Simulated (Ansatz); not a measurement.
# F₃H₂NSn: how energies converge with the basis set

An exercise on one series of results from a longer session: the logs are not shown, and one member is left open.

Computed with Ansatz 0.2.0, Gaussian basis. Level: one geometry, several basis sets.

Levels to be run: PBE0-D4/def2-SVP; ωB97M-V/def2-SVP; PBE0-D4/def2-QZVPP; ωB97M-V/def2-QZVPP; the functionals' def2-TZVPP values are taken from earlier runs.

## The relaxed structure

An earlier PBE0-D4 in a triple-zeta def2 set relaxation fixed the geometry. Sn takes the def2 core potential; no spin-orbit term is included.

SMILES `[NH2][Sn]([F])([F])[F]`, 7 atoms, charge 0, spin multiplicity 1.

Atoms are counted from 1 here; the program's logs count them from 0.

Bond lengths: N1–Sn2 1.981 Å, N1–H6 1.013 Å, N1–H7 1.013 Å, Sn2–F3 1.889 Å, Sn2–F4 1.897 Å, Sn2–F5 1.889 Å. Angles: Sn2–N1–H6 112.7°, Sn2–N1–H7 112.6°, H6–N1–H7 108.7°, N1–Sn2–F3 110.4°, N1–Sn2–F4 117.7°, N1–Sn2–F5 110.5°, F3–Sn2–F4 104.9°, F3–Sn2–F5 108.1°, F4–Sn2–F5 104.7°.

As a file:

```
atom    x (Å)    y (Å)    z (Å)
  N1  -0.4597   1.0752   0.6252
 Sn2   0.3739  -0.5086  -0.2249
  F3   0.8252  -1.7955   1.0820
  F4  -0.6453  -1.4585  -1.5122
  F5   1.9556  -0.0160  -1.1323
  H6  -0.7019   1.7956  -0.0444
  H7  -1.2865   0.8397   1.1609
```

The first run:

Input file in.yaml:

```yaml
crystal:
  periodic: [false, false, false]
  atoms:
    - {symbol: N, position_ang: [-0.459711, 1.075236, 0.625189]}
    - {symbol: Sn, position_ang: [0.373931, -0.508603, -0.224946]}
    - {symbol: F, position_ang: [0.825179, -1.795531, 1.082029]}
    - {symbol: F, position_ang: [-0.645295, -1.458482, -1.512232]}
    - {symbol: F, position_ang: [1.955587, -0.016043, -1.132270]}
    - {symbol: H, position_ang: [-0.701935, 1.795610, -0.044379]}
    - {symbol: H, position_ang: [-1.286455, 0.839713, 1.160911]}
basis:
  gaussian: {orbitals: def2-SVP}
hamiltonian: {xc: pbe0, dispersion: d4}
output: {orbitals: {seedname: orbitals}}
```

Started as:

```sh
$ ansatz run in.yaml --threads 4 --pin off --events-out ev --progress --plain --max-ram 10444MiB
```

Among the steps run: PBE0-D4 in def2-SVP; ωB97M-V in def2-SVP; PBE0-D4 in def2-QZVPP; ωB97M-V in def2-QZVPP.

One table of the session follows, with a row left open; its other results are not shown here.

It belongs to the step «Functionals by basis». 

| functional | basis | HOMO (eV) | LUMO (eV) |
| --- | --- | --- | --- |
| PBE0-D4 | def2-SVP | -8.88 | -2.17 |
| PBE0-D4 | def2-TZVPP | -9.13 | -2.43 |
| PBE0-D4 | def2-QZVPP | -9.16 | -2.49 |
| ωB97M-V | def2-SVP | ? | ? |
| ωB97M-V | def2-TZVPP | -11.53 | -0.37 |
| ωB97M-V | def2-QZVPP | -11.56 | -0.52 |

Estimate the missing values for ωB97M-V, def2-SVP.

As computed: HOMO (eV): -11.25; LUMO (eV): -0.03. In the column «HOMO (eV)» it lies between ωB97M-V, def2-TZVPP (-11.53) and PBE0-D4, def2-QZVPP (-9.16).
